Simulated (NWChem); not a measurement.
# One shape, several levels: GaH3O3 (SMILES [OH][Ga]([OH])[OH])

Aim: a comparison of 5 runs (HF/pcseg-1, HF/def2-SVP, PBE0/def2-SVP, wB97X/STO-3G, B2PLYP/6-31G) of GaH3O3. 

The results are computed with NWChem 7.3.0.

## 1. Starting point

The species is GaH3O3 (7 atoms), meant as a singlet with charge 0. SMILES: `[OH][Ga]([OH])[OH]`. The shape comes from GFN2-xTB, which is rough for such elements, and wasn't checked as a minimum.

Bond lengths: O1–Ga2 1.738 Å, Ga2–O3 1.738 Å, Ga2–O4 1.739 Å, O1–H5 0.957 Å, O3–H6 0.957 Å, O4–H7 0.957 Å. Angles: O1–Ga2–O3 120.0°, O1–Ga2–O4 119.9°, O3–Ga2–O4 120.1°, Ga2–O1–H5 116.8°, Ga2–O3–H6 116.7°, Ga2–O4–H7 116.4°.

## 2. Energy and gradient at HF/pcseg-1 (run 1)

Contents of gah3o3.nw:

```
start gah3o3
memory stack 880 mb heap 220 mb global 1100 mb
charge 0

geometry units angstrom noautosym nocenter noautoz
O       -1.264300       0.412060      -1.116320
Ga       0.001230      -0.000680       0.001610
O       -0.397030      -0.530800       1.608430
O        1.664420       0.118330      -0.491460
H       -2.163400       0.329510      -0.800310
H        0.335820      -0.744840       2.184960
H        1.823260       0.416410      -1.386910
end

basis "ao basis" spherical bse
* library pcseg-1
end

scf
thresh 1e-08
maxiter 80
print low
end

task scf gradient
```

Command:

```
$ nwchem gah3o3.nw > gah3o3.out
```

Output:

```text
[...]
  functions       =    84
[...]
  wavefunction    = RHF
[...]
         Total SCF energy =  -2149.347699625095
      One-electron energy =  -3600.507169441000
      Two-electron energy =   1148.770770208094
 Nuclear repulsion energy =    302.388699607812
        Time for solution =     10.6s
[...]
                         RHF ENERGY GRADIENTS
    atom               coordinates                        gradient
                 x          y          z           x          y          z
   1 O      -2.389181   0.778680  -2.109539    0.031421  -0.004501   0.010840
   2 Ga      0.002324  -0.001285   0.003042   -0.000148  -0.000008   0.000024
   3 O      -0.750278  -1.003067   3.039492   -0.005764   0.010693  -0.031305
   4 O       3.145298   0.223611  -0.928725   -0.025363  -0.006323   0.020820
   5 H      -4.088233   0.622684  -1.512367   -0.010283  -0.001785   0.006057
   6 H       0.634608  -1.407544   4.128976    0.010726  -0.002079   0.005337
   7 H       3.445462   0.786901  -2.620880   -0.000589   0.004003  -0.011773
 Task  times  cpu:       12.9s     wall:       12.9s
 Total times  cpu:       12.9s     wall:       12.9s
```

It took 14 s on 1 thread of AMD EPYC 9R45 (Zen 5), shared host; peak memory 0.1 GiB.

## 3. Energy and gradient at HF/def2-SVP (run 2)

Contents of run.nw:

```
echo
start run
memory total 2200 mb
charge 0
geometry noautosym nocenter noautoz
O     -1.264300     0.412060    -1.116320
Ga     0.001230    -0.000680     0.001610
O     -0.397030    -0.530800     1.608430
O      1.664420     0.118330    -0.491460
H     -2.163400     0.329510    -0.800310
H      0.335820    -0.744840     2.184960
H      1.823260     0.416410    -1.386910
end
basis spherical bse
* library def2-SVP
end
scf
thresh 1e-08
maxiter 80
print low
end
task scf gradient
```

Command:

```
$ nwchem run.nw > run.out
```

Output:

```text
[...]
  functions       =    89
[...]
  wavefunction    = RHF
[...]
         Total SCF energy =  -2149.244313907207
      One-electron energy =  -3601.302974734744
      Two-electron energy =   1149.669961219725
 Nuclear repulsion energy =    302.388699607812
        Time for solution =      8.6s
[...]
                         RHF ENERGY GRADIENTS
    atom               coordinates                        gradient
                 x          y          z           x          y          z
   1 O      -2.389181   0.778680  -2.109539    0.025461  -0.001708   0.003064
   2 Ga      0.002324  -0.001285   0.003042   -0.000134  -0.000022   0.000061
   3 O      -0.750278  -1.003067   3.039492   -0.009937   0.007828  -0.022457
   4 O       3.145298   0.223611  -0.928725   -0.015244  -0.006243   0.019729
   5 H      -4.088233   0.622684  -1.512367   -0.012542  -0.001936   0.006684
   6 H       0.634608  -1.407544   4.128976    0.012416  -0.002644   0.006876
   7 H       3.445462   0.786901  -2.620880   -0.000020   0.004725  -0.013958
 Task  times  cpu:       10.4s     wall:       10.4s
 Total times  cpu:       10.4s     wall:       10.4s
```

It took 11 s on 1 thread of AMD EPYC 9R45 (Zen 5), shared host; peak memory 0.1 GiB.

## 4. Energy and forces at PBE0/def2-SVP (run 3)

Contents of sp.xyz:

```xyz
7
GaH3O3
O     -1.264300     0.412060    -1.116320
Ga     0.001230    -0.000680     0.001610
O     -0.397030    -0.530800     1.608430
O      1.664420     0.118330    -0.491460
H     -2.163400     0.329510    -0.800310
H      0.335820    -0.744840     2.184960
H      1.823260     0.416410    -1.386910
```

Contents of sp.nw:

```
start sp
title "GaH3O3"
memory 2200 mb
charge 0

geometry units angstroms noautosym nocenter noautoz
 load format xyz sp.xyz
end

basis spherical bse
 * library def2-SVP
end

dft
 xc pbe0
 grid xfine
 convergence energy 1e-08
 maxiter 100
 mulliken
 print low
end

task dft gradient
```

Command:

```
$ nwchem sp.nw > sp.out
```

Output:

```text
[...]
 d= 0,ls=0.0,diis     1  -2151.3584104231 -2.45D+03  1.67D-02  1.26D+00     1.7
[...]
 d= 0,ls=0.0,diis    10  -2151.4962989256 -5.91D-12  3.36D-08  1.16D-11    13.3
         Total DFT energy =    -2151.496298925636
      One electron energy =    -3600.448026775839
           Coulomb energy =     1248.208921306313
    Exchange-Corr. energy =     -101.645893063921
 Nuclear repulsion energy =      302.388699607812
[...]
      Total Density - Mulliken Population Analysis
     ---------------------------------------------
    Atom       Charge   Shell Charges
 -----------   ------   -------------------------------------------------------
    1 O    8     8.44   1.99  1.07  0.66  2.86  1.86  0.01
    2 Ga  31    30.26   2.00  2.00  1.99  0.77 -0.03  6.00  5.98  0.86  0.32  8.07  1.85  0.44
    3 O    8     8.44   1.99  1.07  0.66  2.86  1.86  0.01
    4 O    8     8.44   1.99  1.07  0.66  2.86  1.86  0.01
    5 H    1     0.81   0.68  0.05  0.07
    6 H    1     0.81   0.68  0.05  0.07
    7 H    1     0.81   0.68  0.05  0.07
[...]
                         DFT ENERGY GRADIENTS
    atom               coordinates                        gradient
                 x          y          z           x          y          z
   1 O      -2.389181   0.778680  -2.109539    0.009313  -0.005515   0.015605
   2 Ga      0.002324  -0.001285   0.003042   -0.000119  -0.000015   0.000041
   3 O      -0.750278  -1.003067   3.039492    0.009522   0.004993  -0.015610
   4 O       3.145298   0.223611  -0.928725   -0.018741   0.000418   0.000316
   5 H      -4.088233   0.622684  -1.512367    0.004314   0.000797  -0.002739
   6 H       0.634608  -1.407544   4.128976   -0.004526   0.000853  -0.002142
   7 H       3.445462   0.786901  -2.620880    0.000237  -0.001531   0.004529
 Task  times  cpu:       16.1s     wall:       16.1s
 Total times  cpu:       16.1s     wall:       16.1s
```

Wall time 17 s (1 thread of AMD EPYC 9R45 (Zen 5), shared host); peak memory 0.14 GiB.

Run 4 isn't shown in full; the table further down has it.

## 5. The energy at B2PLYP/6-31G (run 5)

Contents of mol.nw:

```
START mol
memory total 2200 mb

GEOMETRY units angstrom noautosym nocenter noautoz
   O    -1.264300    0.412060   -1.116320
   Ga    0.001230   -0.000680    0.001610
   O    -0.397030   -0.530800    1.608430
   O     1.664420    0.118330   -0.491460
   H    -2.163400    0.329510   -0.800310
   H     0.335820   -0.744840    2.184960
   H     1.823260    0.416410   -1.386910
END

BASIS spherical bse
   O library 6-31G
   Ga library 6-31G
   H library 6-31G
END

DFT
   xc hfexch 0.53 becke88 0.47 lyp 0.73 mp2 0.27
   dftmp2 semidirect
   grid xfine
   convergence energy 1e-08
   maxiter 100
   mulliken
END

MP2
   freeze core 12
END

TASK dft energy
```

Command:

```
$ nwchem mol.nw > mol.out
```

Output:

```text
[...]
          Wavefunction type:  closed shell.
          No. of atoms     :     7
          No. of electrons :    58
[...]
          Charge           :     0
          Spin multiplicity:     1
[...]
          AO basis - number of functions:    60
[...]
              XC Information
              --------------
                     Hartree-Fock (Exact) Exchange  0.530
                    Becke 1988 Exchange Functional  0.470
              Lee-Yang-Parr Correlation Functional  0.730
[...]
 d= 0,ls=0.0,diis     1  -2151.0671276689 -2.45D+03  2.13D-02  1.15D+00     1.3
[...]
 d= 0,ls=0.0,diis     8  -2151.1951804445 -5.18D-10  1.59D-06  3.72D-08     7.7
         Total DFT energy =    -2151.195180444484
      One electron energy =    -3599.955161653781
           Coulomb energy =     1247.807802989695
    Exchange-Corr. energy =     -101.436521388210
 Nuclear repulsion energy =      302.388699607812
[...]
      Total Density - Mulliken Population Analysis
     ---------------------------------------------
    Atom       Charge   Shell Charges
 -----------   ------   -------------------------------------------------------
    1 O    8     8.85   2.00  0.89  2.91  0.99  2.06
    2 Ga  31    29.69   2.00  2.00  6.00  2.00  5.99  0.72  0.96 -0.06  0.12  6.87  3.08
    3 O    8     8.85   2.00  0.89  2.91  0.99  2.06
    4 O    8     8.85   2.00  0.89  2.91  0.99  2.06
    5 H    1     0.59   0.50  0.09
    6 H    1     0.59   0.50  0.09
    7 H    1     0.59   0.50  0.09
[...]
  Basis functions       =     60
[...]
```

It took 9.3 s on 1 thread of AMD EPYC 9R45 (Zen 5), shared host; peak memory 0.16 GiB.

## 6. Overview of the runs

```
run          level  iteration cap  module   energy (Eh)  largest force (eV/Å)  wall time
  1     HF/pcseg-1             80     scf  -2149.347700                 1.727       14 s
  2    HF/def2-SVP             80     scf  -2149.244314                 1.325       11 s
  3  PBE0/def2-SVP            100     dft  -2151.496299                 0.977       17 s
  4   wB97X/STO-3G            100     dft  -2126.604941                 5.494       14 s
  5   B2PLYP/6-31G            100     dft  -2151.389743                     –      9.3 s
```

## 7. Results

| quantity | value |
| --- | --- |
| run 5: total energy | -2151.38974 Eh |
| run 5: dipole moment (SCF part) | 0.02 D |
| run 5: HOMO energy (SCF part's orbitals) | -10.46 eV |
| run 5: LUMO energy (SCF part's orbitals) | 0.09 eV |
| run 5: HOMO–LUMO gap (SCF part's orbitals) | 10.56 eV |

**Reading.** Totals of different functionals can't be ranked against each other. In run 4 the basis is minimal, so the values are rough. All runs together took 65 s, the longest 17 s.
